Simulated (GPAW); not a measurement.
The system is CsLiCr2Te2S3.

```
Cs Li Cr Te S
1.0
     3.60358    0.00000    0.00000
    -1.80179    3.12079    0.00000
     0.00000    0.00000   19.06651
Cs Li Cr Te S
1 1 2 2 3
Direct
  0.00000 0.00000 0.37399
  0.66667 0.33333 0.01607
  0.00000 0.00000 0.86637
  0.33333 0.66667 0.16833
  0.33333 0.66667 0.53891
  0.66667 0.33333 0.77276
  0.00000 0.00000 0.10030
  0.33333 0.66667 0.92920
  0.66667 0.33333 0.23408
```

The cell was built by a generator and needn't be a form met in nature.

Base run:

```yaml
Program: GPAW 26.7.0
Functional: PBEsol
Potentials_or_basis: PAW data sets generated in the run's folder for this functional
Cutoff: 800 eV
Basis: pw
k_mesh: 6 × 6 × 1
Occupations: fermi-dirac, width 0.05 eV
Spin: collinear spin, ferromagnetic start
Starting_moments: "[0.0, 0.0, 3.0, 3.0, 0.0, 0.0, 0.0, 0.0, 0.0] μB"
```

Its results: pressure -2.7 GPa; net moment 5.66 μB per cell; site moments Cs -0.00; Li -0.00; Cr +2.66, +2.80; Te -0.01, -0.14; S -0.05, -0.06, -0.07 μB; largest force 0.392 eV/Å.

Task: The run is repeated on the same cell with these changes: functional from PBEsol to r2SCAN; potentials or basis from PAW data sets generated in the run's folder for this functional to GPAW PAW data sets (gpaw-data 1.2.1). What comes out?

Result: Pressure 0.3 GPa; net moment 5.85 μB per cell; site moments Cs -0.00; Li -0.00; Cr +2.91, +2.88; Te -0.04, -0.14; S -0.06, -0.07 μB; largest force 0.307 eV/Å.

Caveats: only a ferromagnetic start was run, and an antiferromagnetic order may lie lower in energy; the PAW data sets were made with another functional, which shifts forces and pressure a little (some runs).

Not every run made on this cell is shown here.
